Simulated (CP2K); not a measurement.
**Two attempts at C2H7NSSi (SMILES [SiH3]/N=C\CS)**

Aim: a single-point energy of C2H7NSSi at PM6.

Program for the calculation: CP2K 2026.2.

5 further runs of the same task are left out: 2 that didn't finish, 3 set aside as unsound or not needed.

### 1 Starting point

The species is C2H7NSSi (12 atoms), meant as a singlet with charge 0. As SMILES, `[SiH3]/N=C\CS`. The shape comes from a force field and isn't a relaxed structure. This is one conformer, not always the lowest.

Bond lengths: Si1–N2 1.688 Å, N2–C3 1.270 Å, C3–C4 1.591 Å, C4–S5 1.749 Å, Si1–H6 1.552 Å, Si1–H7 1.464 Å, Si1–H8 1.513 Å, C3–H9 1.067 Å, C4–H10 1.101 Å, C4–H11 1.137 Å, S5–H12 1.339 Å. Some angles: Si1–N2–C3 122.1°, N2–C3–C4 130.8°, C3–C4–S5 109.9°, N2–Si1–H6 109.0°, N2–Si1–H7 110.6°, N2–Si1–H8 109.9°, N2–C3–H9 119.0°, C4–C3–H9 110.0°, C3–C4–H10 106.1°, C3–C4–H11 107.8°.

### 2 Try one

Contents of molecule.pdb:

```
HETATM    1 Si   MOL A   1      -1.469   1.046   0.025  1.00  0.00          SI
HETATM    2 N    MOL A   1      -1.037  -0.265  -0.946  1.00  0.00           N
HETATM    3 C    MOL A   1      -0.048  -1.012  -0.670  1.00  0.00           C
HETATM    4 C    MOL A   1       1.036  -0.916   0.490  1.00  0.00           C
HETATM    5 S    MOL A   1       2.503  -0.187  -0.123  1.00  0.00           S
HETATM    6 H    MOL A   1      -2.687   1.767  -0.612  1.00  0.00           H
HETATM    7 H    MOL A   1      -1.815   0.595   1.374  1.00  0.00           H
HETATM    8 H    MOL A   1      -0.324   2.033   0.095  1.00  0.00           H
HETATM    9 H    MOL A   1       0.196  -1.813  -1.332  1.00  0.00           H
HETATM   10 H    MOL A   1       1.175  -1.942   0.863  1.00  0.00           H
HETATM   11 H    MOL A   1       0.568  -0.351   1.358  1.00  0.00           H
HETATM   12 H    MOL A   1       1.980   0.990  -0.489  1.00  0.00           H
END
```

Contents of qs.inp:

```
&GLOBAL
   PROJECT_NAME qs
   RUN_TYPE ENERGY
   PRINT_LEVEL MEDIUM
&END GLOBAL
&FORCE_EVAL
   METHOD QUICKSTEP
   &DFT
      &QS
         METHOD PM6
         EPS_DEFAULT 1.0E-10
         &SE
            &COULOMB
               CUTOFF [angstrom] 50
               RC_RANGE [angstrom] 0
            &END COULOMB
            &EXCHANGE
               CUTOFF [angstrom] 50
               RC_RANGE [angstrom] 0
            &END EXCHANGE
         &END SE
      &END QS
      &POISSON
         PERIODIC NONE
         POISSON_SOLVER ANALYTIC
      &END POISSON
      &SCF
         SCF_GUESS ATOMIC
         EPS_SCF 1.0E-06
         MAX_SCF 150
         ADDED_MOS 4
         &DIAGONALIZATION
            ALGORITHM STANDARD
         &END DIAGONALIZATION
         &MIXING
            METHOD DIRECT_P_MIXING
            ALPHA 0.4
         &END MIXING
      &END SCF
      &PRINT
         &MOMENTS
            PERIODIC F
            REFERENCE COM
            MAX_MOMENT 1
         &END MOMENTS
         &MO ON
            ENERGIES T
            OCCUPATION_NUMBERS T
            NDIGITS 6
            &EACH
               QS_SCF 0
            &END EACH
            ADD_LAST NUMERIC
         &END MO
         &HIRSHFELD OFF
         &END HIRSHFELD
      &END PRINT
   &END DFT
   &SUBSYS
      &CELL
         ABC [Ang] 15.2 14 12.7
         PERIODIC NONE
      &END CELL
      &TOPOLOGY
         COORD_FILE_NAME molecule.pdb
         COORD_FILE_FORMAT PDB
         CONN_FILE_FORMAT OFF
         &CENTER_COORDINATES
         &END CENTER_COORDINATES
      &END TOPOLOGY
   &END SUBSYS
&END FORCE_EVAL
```

Launch:

```sh
$ OMP_NUM_THREADS=1 cp2k.psmp -i qs.inp > qs.out 2>&1
```

Output:

```text
*******************************************************************************
 *   ___                                                                       *
 *  /   \                                                                      *
 * [ABORT]                                                                     *
 *  \___/                            Unknown unit: Ang                         *
 *    |                                                                        *
 *  O/|                                                                        *
 * /| |                                                                        *
 * / \                                                   common/cp_units.F:384 *
 *******************************************************************************

 ===== Routine Calling Stack =====

            6 val_create_parsing
            5 section_vals_parse
            4 section_vals_parse
            3 section_vals_parse
            2 section_vals_parse
            1 read_input

Program received signal SIGABRT: Process abort signal.

Backtrace for this error:
#0  0x581d28daf957 in ???
#1  0x581d49664cac in __pthread_kill_implementation
#2  0x581d4960bfb7 in raise
#3  0x581d495f5d37 in abort
#4  0x581d29482d83 in ???
#5  0x581d29484297 in ???
#6  0x581d29484497 in ???
#7  0x581d294b9b03 in ???
#8  0x581d295f09a7 in ???
#9  0x581d295f1aab in ???
#10  0x581d295f367b in ???
#11  0x581d295f38f7 in ???
#12  0x581d295f38f7 in ???
#13  0x581d295f38f7 in ???
#14  0x581d28ec9807 in ???
#15  0x581d29734e8b in ???
#16  0x581d29739d0b in ???
#17  0x581d28e50db3 in ???
#18  0x581d28e4ef13 in ???
#19  0x581d495f6573 in __libc_start_call_main
#20  0x581d495f6657 in __libc_start_main_impl
#21  0x581d28e4f06f in ???
#22  0xffffffffffffffff in ???
```

It took 0.34 s on 1 thread of Arm Neoverse N1, shared host; peak memory 0.13 GiB.

### 3 Diagnosis

The input was rejected.

The telling line is `\___/                            Unknown unit: Ang`. Cause: the input holds a word that the program doesn't know.

### 4 The mended input

molecule.pdb is that of step 2.

Contents of qs.inp:

```
&GLOBAL
 PROJECT qs
 RUN_TYPE ENERGY
 PRINT_LEVEL MEDIUM
&END GLOBAL

&FORCE_EVAL
 METHOD QUICKSTEP
 &DFT
  &QS
   METHOD PM6
   EPS_DEFAULT 1.0E-10
   &SE
    &COULOMB
     CUTOFF [angstrom] 50
     RC_RANGE [angstrom] 0
    &END COULOMB
    &EXCHANGE
     CUTOFF [angstrom] 50
     RC_RANGE [angstrom] 0
    &END EXCHANGE
   &END SE
  &END QS
  &POISSON
   PERIODIC NONE
   POISSON_SOLVER ANALYTIC
  &END POISSON
  &SCF
   SCF_GUESS ATOMIC
   EPS_SCF 1.0E-06
   MAX_SCF 150
   ADDED_MOS 4
   &DIAGONALIZATION
    ALGORITHM STANDARD
   &END DIAGONALIZATION
   &MIXING
    METHOD DIRECT_P_MIXING
    ALPHA 0.4
   &END MIXING
  &END SCF
  &PRINT
   &MOMENTS
    PERIODIC F
    REFERENCE COM
    MAX_MOMENT 1
   &END MOMENTS
   &MO ON
    ENERGIES T
    OCCUPATION_NUMBERS T
    NDIGITS 6
    &EACH
     QS_SCF 0
    &END EACH
    ADD_LAST NUMERIC
   &END MO
   &HIRSHFELD OFF
   &END HIRSHFELD
  &END PRINT
 &END DFT
 &SUBSYS
  &CELL
   ABC 15.2 14 12.7
   PERIODIC NONE
  &END CELL
  &TOPOLOGY
   COORD_FILE_NAME molecule.pdb
   COORD_FILE_FORMAT PDB
   CONN_FILE_FORMAT OFF
   &CENTER_COORDINATES
   &END CENTER_COORDINATES
  &END TOPOLOGY
 &END SUBSYS
&END FORCE_EVAL
```

Launch:

```sh
$ OMP_NUM_THREADS=1 cp2k.psmp -i qs.inp -o qs.out
```

Output:

```text
CP2K| version string:                                       CP2K version 2026.2
[...]
 GLOBAL| Method name                                                        CP2K
[...]
 GLOBAL| Run type                                                         ENERGY
[...]
                             - Atoms:                                         12
[...]
                             - Spherical basis functions:                     37
[...]
 Number of electrons:                                                         30
[...]
     1 P_Mix/Diag. 0.40E+00    0.0     0.80835473       -20.8220554314 -2.08E+01
[...]
    25 DIIS/Diag.  0.15E-06    0.0     0.00000093       -28.1600553662 -1.52E-12
  *** SCF run converged in    25 steps ***
  Core-core repulsion energy [eV]:                           2051.81809446086572
  Core Hamiltonian energy [eV]:                             -1186.58361440531849
  Two-electron integral energy [eV]:                        -3263.01711209182167
  Electronic energy [eV]:                                   -2818.09217045122887
  Total energy [eV]:                                         -766.27407599036337
  Atomic reference energy [eV]:                               767.37082910347056
  Heat of formation [kcal/mol]:                                25.29172962844989
[...]
 SE_DIPOLE| Moment [Debye]         -0.53795773       0.69212559      -1.37801196
 SE_DIPOLE| Derivative [a.u.]       0.00000000       0.00000000       0.00000000
 ENERGY| Total FORCE_EVAL ( QS ) energy [hartree]            -28.160055366156534
[...]
```

It took 0.51 s on 1 thread of Arm Neoverse N1, shared host; peak memory 0.14 GiB.

### 5 Results

Level: PM6.

| quantity | value |
| --- | --- |
| total energy | -28.16006 Eh |
| dipole moment | 1.63 D |
| HOMO energy | -9.17 eV |
| LUMO energy | -0.58 eV |
| HOMO–LUMO gap | 8.59 eV |
| heat of formation | 25.3 kcal/mol |
